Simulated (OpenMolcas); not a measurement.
# Rh⁴⁺ among point charges: CASSCF and CASPT2 levels and susceptibility

Aim: the splitting of the states of Rh⁴⁺ in the field of 6 point charges, its lowest levels with spin-orbit coupling and its magnetic susceptibility.

Method: state-averaged CASSCF and CASPT2, spin-orbit coupling by RASSI with atomic mean-field integrals. Code: OpenMolcas 26.06.

### Step 1. Starting point

```
Species                           : Rh⁴⁺ (rhodium, Z = 45, 41 electrons)
Basis                             : ANO-RCC-VDZP [6s5p3d1f], 43 functions
Scalar Hamiltonian                : DKH2, point nucleus
Inactive shells                   : 1s 2s 2p 3s 3p 3d 4s 4p
Active space                      : 5 electrons in 5 orbitals (4d)
Some configurations of this space : 4d5
Orbitals                          : optimised for each spin and parity, averaged over all roots
```

The outer shells:

4d5
```
4d [↑ ][↑ ][↑ ][↑ ][↑ ]
```

The ion sits among 6 point charges of -1.7 e arranged as an octahedron (Oh), 1.88 Å from the ion.

The work runs as a chain of OpenMolcas steps in one folder; each step below is one input file. Labels, J, g values, rates, χT and fits are worked out afterwards by a script from the matrices that RASSI stores. The input lists half of the charges; inversion (Group=XYZ) makes the rest.

### Step 2. GATEWAY and SEWARD: basis and integrals

a.inp

```
&GATEWAY
Coord
1

Rh 0.0 0.0 0.0
Basis=ANO-RCC-VDZP
Group=XYZ
NoMove
AngMom=0.0 0.0 0.0
AMFI
XField
3 Angstrom 0
1.880000 0.000000 0.000000 -1.700000
0.000000 1.880000 0.000000 -1.700000
0.000000 0.000000 1.880000 -1.700000
&SEWARD
```

### Step 3. Reference wave functions, sextets of even parity, 1 root

a.inp

```
&RASSCF
FileOrb=start.orb
Symmetry=1
Spin=6
nActEl=5 0 0
Inactive=9 9
Ras2=5 0
CIRoot=1 1 1
SDav=1
CIMx=300
Iter=120 100
PrWF=0.3
OrbListing=Nothing
MaxOrb=0
>>> COPY $Project.JobIph JOB001
```

start.orb holds the contracted functions of the basis, ordered by shell, or the orbitals of the step before.

### Step 4. Reference wave functions, quartets of even parity, 24 roots

a.inp

```
&RASSCF
FileOrb=start.orb
Symmetry=1
Spin=4
nActEl=5 0 0
Inactive=9 9
Ras2=5 0
CIRoot=24 24 1
SDav=24
CIMx=300
Iter=120 100
PrWF=0.3
OrbListing=Nothing
MaxOrb=0
>>> COPY $Project.JobIph JOB002
```

### Step 5. CASSCF: doublets of even parity, 75 roots

a.inp

```
&RASSCF
FileOrb=start.orb
Symmetry=1
Spin=2
nActEl=5 0 0
Inactive=9 9
Ras2=5 0
CIRoot=75 75 1
SDav=75
CIMx=300
Iter=120 100
PrWF=0.3
OrbListing=Nothing
MaxOrb=0
>>> COPY $Project.JobIph JOB003
```

### Step 6. State interaction with spin-orbit coupling

a.inp

```
&RASSI
NrOfJobIphs=3 1 24 75
1
1 2 3 4 5 6 7 8 9 10 11 12 13 14 15 16 17 18 19 20 21 22 23 24
1 2 3 4 5 6 7 8 9 10 11 12 13 14 15 16 17 18 19 20 21 22 23 24 25 26 27
28 29 30 31 32 33 34 35 36 37 38 39 40 41 42 43 44 45 46 47 48 49 50 51
52 53 54 55 56 57 58 59 60 61 62 63 64 65 66 67 68 69 70 71 72 73 74 75
IphNames
JOB001
JOB002
JOB003
EJob
SpinOrbit
DIPRint=1.0
SOCoupling=1000.0
Subsets=2
Property=9
'ANGMOM' 1 'ANGMOM' 2 'ANGMOM' 3 'MLTPL  1' 1 'MLTPL  1' 2 'MLTPL  1' 3
'AMFI' 1 'AMFI' 2 'AMFI' 3
SOProperty=3
'ANGMOM' 1 'ANGMOM' 2 'ANGMOM' 3
```

### Step 7. CASPT2: IPEA 0.25, imaginary shift 0.1 (closed shells correlated: 4s 4p)

a.inp

```
>>> COPY JOB001 $Project.JobIph
&CASPT2
Multistate=1 1
Frozen=8 6
IPEA=0.25
Imaginary=0.1
MaxIter=60
WThr=0.0 0.3 0.05
PrWF=0.5
NoMix
>>> COPY JOB002 $Project.JobIph
&CASPT2
Multistate=24 1 2 3 4 5 6 7 8 9 10 11 12 13 14 15 16 17 18 19 20 21 22
23 24
NoMult
Frozen=8 6
IPEA=0.25
Imaginary=0.1
MaxIter=60
WThr=0.0 0.3 0.05
PrWF=0.5
NoMix
>>> COPY JOB003 $Project.JobIph
&CASPT2
Multistate=75 1 2 3 4 5 6 7 8 9 10 11 12 13 14 15 16 17 18 19 20 21 22
23 24 25 26 27 28 29 30 31 32 33 34 35 36 37 38 39 40 41 42 43 44 45 46
47 48 49 50 51 52 53 54 55 56 57 58 59 60 61 62 63 64 65 66 67 68 69 70
71 72 73 74 75
NoMult
Frozen=8 6
IPEA=0.25
Imaginary=0.1
MaxIter=60
WThr=0.0 0.3 0.05
PrWF=0.5
NoMix
```

(Steps that only read results are left out.)

**Question.** What will these runs give? Wanted: spin-free ground state; lowest level; next level.

The runs gave:

```
                 quantity                                                                        value
                   method  SS-CASPT2, IPEA 0.25, imaginary shift 0.1 (closed shells correlated: 4s 4p)
   spin-free ground state                                              6A1, 1-fold in its orbital part
             lowest level                                              2-fold Γ7, g = 3.33, 3.33, 3.33
               next level                                                                     0.8 cm⁻¹
              χT at 300 K                                                               4.36 cm³ K/mol
effective moment at 300 K                                                                      5.91 μB
```

Cost by method:

| method | time of its own steps | time with the reference |
| --- | --- | --- |
| A. CASSCF | 28 s | 28 s |
| B. SS-CASPT2, IPEA 0.25, imaginary shift 0.1, +4s 4p | 6.9 s | 35 s |

Times are of one thread on a shared host.

What this shows: The spin-free ground state (6A1) comes to 100 % from free-ion S terms and keeps the highest spin of the shell. χT at 300 K is 4.36, against 4.39 cm³ K/mol for the spin alone, as a half-filled shell (L = 0) has no orbital moment. An active space of the d shell alone favours high spin; real ions in strong fields can be low spin. A ligand-field fit to the states below 45000 cm-1 gives 10Dq = 7334 cm-1, B = 744 cm-1 and C = 3905 cm-1 (C/B = 5.25), with a deviation of 467 cm-1. CASPT2 does not keep the components of a term degenerate, and the means are used. The field of point charges can differ much from that of real complexes. With metal d orbitals alone active, the gaps between spin states are rough; where two lie within a few thousand cm-1, their order is open. Point charges carry no covalency, so the field is a model and not that of real ligands.
